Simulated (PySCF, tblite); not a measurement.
# C₅H₁₁NSi: geometry, infrared bands and NMR shifts

Wanted: the infrared bands and NMR shifts of C₅H₁₁NSi (`C=C[C@@H]1CN[SiH2]C1`), by calculation.

Programs: tblite 0.8.0 and PySCF 2.14.0, with density-fitted response routines of our own. Each step states its level of theory. These are calculated values for one molecule in the gas phase, unless marked as measured. Atoms count from 0, in the outputs and in this text.

### Step 1. Starting geometry

18 atoms, charge 0, multiplicity 1; geometry from: force field or distance geometry start.

Bonds of the start (Å): C0–C1 1.34, C1–C2 1.49, C2–C3 1.55, C3–N4 1.46, N4–Si5 1.73, Si5–C6 1.90, C6–C2 1.56, C0–H7 1.09, C0–H8 1.09, C1–H9 1.09, C2–H10 1.11, C3–H11 1.10, C3–H12 1.11, N4–H13 1.02, Si5–H14 1.47, Si5–H15 1.48, C6–H16 1.09, C6–H17 1.10.

### Step 2. Relaxing the molecule with GFN2-xTB

Job settings and geometry (Å):

```
{"job": {"kind": "relax", "xc": "GFN2-xTB", "basis": "xTB"}, "charge": 0, "multiplicity": 1}
C      1.259600     0.879600     2.277000
C      1.186100     0.237800     1.098500
C     -0.013900     0.212900     0.219300
C     -0.553500    -1.215500    -0.043600
N     -1.460900    -1.158100    -1.190800
Si    -1.038000     0.091500    -2.315800
C      0.284500     0.841300    -1.175600
H      2.160500     0.865700     2.884300
H      0.412500     1.445300     2.662700
H      2.062300    -0.319400     0.774400
H     -0.837300     0.795700     0.679200
H      0.273900    -1.911100    -0.252500
H     -1.089200    -1.607200     0.851900
H     -1.494000    -2.059800    -1.667400
H     -0.459900    -0.535100    -3.515700
H     -2.208700     0.967900    -2.513500
H      0.231300     1.934200    -1.138800
H      1.275700     0.540600    -1.531700
```

On the command line:

```bash
> OMP_NUM_THREADS=1 python probes_run.py task.json out
```

This one command runs all jobs of the session in turn.

**Question.** This job is followed by: GFN2-xTB harmonic vibrations, gas phase; GIAO PBE0/pcSseg-1 NMR shielding, non-relativistic, gas phase. What will the session give for the following? strongest single infrared mode (GFN2-xTB); zero-point energy (GFN2-xTB); 13C shifts against TMS (PBE0/pcSseg-1); 1H shifts against TMS (PBE0/pcSseg-1); 15N shifts against NH3 (PBE0/pcSseg-1); 29Si shifts against TMS (PBE0/pcSseg-1).

**Answer**, as computed:

```
                                 quantity                                                                  value
strongest single infrared mode (GFN2-xTB)                                                  2196 cm⁻¹, 461 km/mol
             zero-point energy (GFN2-xTB)                                                          92.2 kcal/mol
   13C shifts against TMS (PBE0/pcSseg-1)                                     152.2, 120.8, 56.3, 49.1, 19.5 ppm
    1H shifts against TMS (PBE0/pcSseg-1)  5.99, 5.47, 5.25, 5.00, 4.96, 3.37, 2.86, 2.48, 1.10, 0.82, -0.05 ppm
   15N shifts against NH3 (PBE0/pcSseg-1)                                                               22.8 ppm
  29Si shifts against TMS (PBE0/pcSseg-1)                                                              -26.3 ppm
```

What this shows: The optimisation took 53 steps and gained 0.222 eV; among the close pairs (by a distance rule), C0–C1 changed most, from 1.344 to 1.320 Å. All 48 modes are real, so the xTB geometry is a minimum. The strongest single mode, at 2196 cm⁻¹, moves mainly H14. GFN2-xTB is a fitted tight-binding method: band positions and strengths are rough. Its intensities can rank the bands wrongly. C1 (alkene CH) lies farthest downfield among carbon, at 152.2 ppm; the olefinic region. H9 (hydrogen on an alkene CH) lies farthest downfield among hydrogen, at 5.99 ppm; a vinylic proton, deshielded by the sp2 carbon and the C=C anisotropy. At PBE0/pcSseg-1: Shielding is most anisotropic at C1 (span 230 ppm, paramagnetic term -221 ppm).
